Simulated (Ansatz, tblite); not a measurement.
# KScTe$_{2}$ with GFN1-xTB from a Python script

These are simulated results from tblite 0.8.0, not measurements. The cell was built from a prototype and was relaxed with r2SCAN in plane waves (Ansatz 0.2.0). It may be hypothetical. All runs are without spin polarisation.

Space group Pmmn (No. 59), orthorhombic; conventional cell a = 4.222 Å, b = 6.352 Å, c = 9.778 Å, 32.78 Å³ an atom. Around K lie 6 Te at 3.27–3.59 Å; around Te lie 2 Sc at 2.88 Å and 4 K at 3.27–3.55 Å; around Sc lie 6 Te at 2.88–3.18 Å; around Te lie 4 Sc at 2.94–3.18 Å and 2 K at 3.59 Å.

tblite solves periodic systems at the zone centre alone, so the script builds a cluster of 2×2×1 conventional cells (32 atoms), which folds in a coarse mesh of k points.

The script, run.py:

```python
import json
from ase import Atoms
from ase.build import make_supercell
from ase.units import Bohr, GPa, Hartree
from tblite.interface import Calculator

atoms = Atoms(['K', 'Te', 'K', 'Te', 'Sc', 'Te', 'Sc', 'Te'],
              cell=[[4.22203689, 0.0, 0.0], [0.0, 6.35168566, 0.0], [0.0, 0.0, 9.77838414]],
              scaled_positions=[[0.0, 0.0, 0.89343844], [0.0, 0.5, 0.814098326], [0.5, 0.5, 0.10656156], [0.5, 0.0, 0.185901674], [0.0, 0.0, 0.385955107], [0.0, 0.5, 0.404097709], [0.5, 0.5, 0.614044893], [0.5, 0.0, 0.595902291]],
              pbc=True)
cluster = make_supercell(atoms, [[2, 0, 0], [0, 2, 0], [0, 0, 1]])
calc = Calculator('GFN1-xTB', cluster.numbers, cluster.positions / Bohr, lattice=cluster.cell[:] / Bohr, periodic=cluster.pbc)
calc.set('temperature', 0.02 / Hartree)
calc.set('max-iter', 150)
res = calc.singlepoint()
levels = res.get('orbital-energies') * Hartree
nv = round(res.get('orbital-occupations').sum() / 2)
cells = len(cluster) // len(atoms)
out = {'energy_per_cell': res.get('energy') * Hartree / cells, 'homo': levels[nv - 1], 'lumo': levels[nv],
       'stress': (-res.get('virial') * Hartree / cluster.get_volume() / GPa).tolist(), 'charges': res.get('charges')[:len(atoms)].tolist(), 'electrons': 2 * nv / cells}
json.dump(out, open('results.json', 'w'))
for key, value in out.items():
    print(key, value)
```

Command: `python run.py`. It took 1.8 s on 1 thread of Arm Neoverse V2, with other jobs on the host, peak memory 0.1 GiB.

Output:

```
------------------------------------------------------------
  cycle        total energy    energy error   density error
------------------------------------------------------------
      1     -72.07035959937  -7.1896839E+01   7.8163842E-01
      2     -106.4099777081  -3.4339618E+01   2.4338112E+00
      3     -73.57042300235   3.2839555E+01   5.6144016E-01
      4     -19.48402223735   5.4086401E+01   6.8937111E-01
      5     -72.06995208206  -5.2585930E+01   4.4060467E-01
      6     -73.51900244624  -1.4490504E+00   3.7519738E-01
      7     -74.21854740061  -6.9954495E-01   2.8087851E-01
      8     -74.26955839842  -5.1010998E-02   2.4720353E-01
      9     -74.17108721173   9.8471187E-02   2.9274906E-01
     10     -74.62801751033  -4.5693030E-01   7.6528285E-02
     11     -74.65592762898  -2.7910119E-02   2.7711139E-02
     12     -74.64494510976   1.0982519E-02   5.2849383E-02
     13     -74.65979956298  -1.4854453E-02   1.4394178E-02
     14     -74.64648204182   1.3317521E-02   4.9706682E-02
     15     -74.65368132766  -7.1992858E-03   3.6256061E-02
     16     -74.66172385403  -8.0425264E-03   1.3283922E-03
     17     -74.66158643787   1.3741616E-04   5.1763277E-03
     18     -74.66169626370  -1.0982582E-04   2.9549456E-03
     19     -74.66175008680  -5.3823101E-05   1.3608980E-04
     20     -74.66175017492  -8.8120046E-08   3.4693359E-05
     21     -74.66175002296   1.5195589E-07   1.5755838E-04
     22     -74.66175006828  -4.5322139E-08   1.3643814E-04
     23     -74.66175016969  -1.0140251E-07   5.1850614E-05
     24     -74.66175018629  -1.6603323E-08   1.2494969E-05
------------------------------------------------------------

 total:                                   1.237 sec
energy_per_cell -507.91242639350463
homo 0.709060536781024
lumo 1.1943400240080424
stress [[-2.686702522232356, -8.392189198029125e-05, -2.360748129604566e-05], [-8.392189198022032e-05, -6.919087144152074, 8.479860298788306e-05], [-2.3607481295976397e-05, 8.479860298799197e-05, -5.763420716663461]]
charges [0.5502156236648774, -0.5111924799625684, 0.5512211168979841, -0.511099991386958, 0.22792941809405876, -0.2676440234424776, 0.22815328132711166, -0.2675779691018397]
electrons 32.0
```

The cycle table is in hartree for the whole cluster, and the lines after it are in eV (the energy for one cell). The printed stress is in GPa and positive in compression, and the pressure is its mean diagonal.

GFN1-xTB gives a gap of 0.49 eV. On the same cell, plane-wave PBE (Ansatz, 6×4×4 k points and the special points) gives a gap of 0.74 eV and r2SCAN a gap of 1.05 eV; on shared hosts these took about 39 and 80 core-seconds on the 8-atom cell, against 1.8 for the script. Spin-orbit coupling, left out in all these runs, can cut or reorder the gap by tenths of an eV, up to about 1 eV with Pb or Bi. xTB was fitted to molecules, so gaps, charges and pressures of solids can be far off, and the gap also depends on the size of the cluster.

The same script was run on cells scaled at fixed shape and fractional coordinates:

| volume (Å³/atom) | energy (meV/atom) | pressure (GPa, positive in compression) | gap (eV) |
| --- | --- | --- | --- |
| 28.85 | -77.6 | -0.76 | 0.44 |
| 30.81 | -52.0 | -3.27 | 0.48 |
| 32.78 | 0.0 | -5.12 | 0.49 |
| 34.75 | 71.9 | -6.52 | 0.46 |
| 36.71 | 158.7 | -7.57 | 0.39 |

The minimum lies beyond the smallest of these volumes.

xTB was fitted mostly to molecules, and a small cluster samples few k points, so gaps, pressures and kinks along a curve can be far from a solid's.

No spin-orbit coupling is included; it can move band edges with weight on the heavy atoms by tenths of an eV.
